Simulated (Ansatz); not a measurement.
# FH11Si4: the cost of one run

Method: PBE0-D4/def2-SVP; program: Ansatz 0.2.0, Gaussian basis.

23 further runs of the same task are left out: 1 that didn't finish, 22 set aside as unsound or not needed.

### Step 1. Starting geometry

The first end: 16 atoms, charge 0, spin multiplicity 1.

Atoms are counted from 1 here; the program's logs count them from 0.

Bond lengths: Si1–Si2 2.341 Å, Si1–Si3 2.335 Å, Si1–Si4 2.339 Å, Si1–H5 1.493 Å, Si2–H8 1.484 Å, Si2–H9 1.489 Å, Si2–H10 1.485 Å, Si3–H11 1.486 Å, Si3–H12 1.501 Å, Si3–H13 1.486 Å, Si4–H14 1.487 Å, Si4–H15 1.487 Å, Si4–H16 1.488 Å, H6–F7 0.927 Å. Angles: Si2–Si1–Si3 112.0°, Si2–Si1–Si4 110.1°, Si2–Si1–H5 109.9°, Si3–Si1–Si4 107.8°, Si3–Si1–H5 107.9°, Si4–Si1–H5 109.1°, Si1–Si2–H8 111.0°, Si1–Si2–H9 108.2°, Si1–Si2–H10 109.5°, H8–Si2–H9 109.0°, H8–Si2–H10 110.2°, H9–Si2–H10 108.9°, Si1–Si3–H11 112.0°, Si1–Si3–H12 111.0°, Si1–Si3–H13 110.9°, H11–Si3–H12 106.2°, H11–Si3–H13 109.3°, H12–Si3–H13 107.2° and more.

Coordinates:

```xyz
16
charge 0, multiplicity 1
Si   -0.4283    0.5346    0.5586
Si    1.4089   -0.6051    1.4553
Si   -0.1882    0.9156   -1.7328
Si   -2.3807   -0.7135    0.8759
H    -0.5812    1.8582    1.2312
H     2.5007    0.5954   -1.8616
F     3.0604   -0.0761   -1.5531
H     2.6298    0.2375    1.4124
H     1.1007   -0.9390    2.8731
H     1.6277   -1.8653    0.7016
H    -1.2795    1.7672   -2.2741
H     1.0926    1.6402   -2.0268
H    -0.1503   -0.3671   -2.4821
H    -2.2244   -2.0401    0.2216
H    -2.6355   -0.9206    2.3262
H    -3.5528   -0.0219    0.2748
```

The second end:

```
Si   -0.2959    0.9892   -0.3766
Si    2.3204   -1.2388    1.8027
Si   -1.0898    1.4891   -2.5186
Si   -1.6077   -0.6918    0.5856
H    -0.3465    2.2084    0.4784
H     1.1241    0.5467   -0.4683
F     3.4735   -0.6915    0.8382
H     2.9540   -2.0752    2.8494
H     1.6251   -0.0802    2.4105
H     1.3779   -2.0470    0.9928
H    -2.5018    1.9502   -2.4354
H    -0.2739    2.5552   -3.1587
H    -1.0386    0.2697   -3.3692
H    -1.4860   -1.9460   -0.2048
H    -1.2011   -0.9716    1.9895
H    -3.0337   -0.2664    0.5843
```

### Step 2. The band at PBE0-D4/def2-SVP

neb/in.yaml reads:

```yaml
crystal:
  periodic: [false, false, false]
  atoms:
    - {symbol: Si, position_ang: [-0.428286, 0.534628, 0.558615]}
    - {symbol: Si, position_ang: [1.408862, -0.605140, 1.455272]}
    - {symbol: Si, position_ang: [-0.188233, 0.915554, -1.732798]}
    - {symbol: Si, position_ang: [-2.380699, -0.713516, 0.875856]}
    - {symbol: H, position_ang: [-0.581238, 1.858242, 1.231154]}
    - {symbol: H, position_ang: [2.500716, 0.595428, -1.861635]}
    - {symbol: F, position_ang: [3.060395, -0.076098, -1.553120]}
    - {symbol: H, position_ang: [2.629847, 0.237475, 1.412399]}
    - {symbol: H, position_ang: [1.100679, -0.939001, 2.873078]}
    - {symbol: H, position_ang: [1.627742, -1.865346, 0.701609]}
    - {symbol: H, position_ang: [-1.279487, 1.767223, -2.274144]}
    - {symbol: H, position_ang: [1.092570, 1.640192, -2.026802]}
    - {symbol: H, position_ang: [-0.150284, -0.367109, -2.482105]}
    - {symbol: H, position_ang: [-2.224392, -2.040110, 0.221588]}
    - {symbol: H, position_ang: [-2.635501, -0.920561, 2.326201]}
    - {symbol: H, position_ang: [-3.552790, -0.021859, 0.274830]}
basis:
  gaussian: {orbitals: def2-SVP}
hamiltonian: {xc: pbe0, dispersion: d4}
neb:
  images: 5
  climbing: true
  max_iterations: 40
  initial_path: idpp
  final_atoms:
    - {symbol: Si, position_ang: [-0.295930, 0.989234, -0.376568]}
    - {symbol: Si, position_ang: [2.320384, -1.238825, 1.802745]}
    - {symbol: Si, position_ang: [-1.089831, 1.489054, -2.518649]}
    - {symbol: Si, position_ang: [-1.607693, -0.691754, 0.585618]}
    - {symbol: H, position_ang: [-0.346526, 2.208408, 0.478410]}
    - {symbol: H, position_ang: [1.124145, 0.546727, -0.468319]}
    - {symbol: F, position_ang: [3.473452, -0.691515, 0.838184]}
    - {symbol: H, position_ang: [2.954000, -2.075243, 2.849408]}
    - {symbol: H, position_ang: [1.625080, -0.080182, 2.410548]}
    - {symbol: H, position_ang: [1.377948, -2.046982, 0.992814]}
    - {symbol: H, position_ang: [-2.501754, 1.950170, -2.435392]}
    - {symbol: H, position_ang: [-0.273924, 2.555207, -3.158678]}
    - {symbol: H, position_ang: [-1.038623, 0.269684, -3.369190]}
    - {symbol: H, position_ang: [-1.486039, -1.946034, -0.204795]}
    - {symbol: H, position_ang: [-1.201132, -0.971556, 1.989540]}
    - {symbol: H, position_ang: [-3.033656, -0.266393, 0.584324]}
```

Run with:

```console
ansatz run in.yaml --threads 4 --pin off --events-out ev --progress --plain --max-ram 63488MiB --backend cpu
```

**Question.** How long does this run take on 4 threads of AMD EPYC 7R13, shared host?

About 5.6 min.
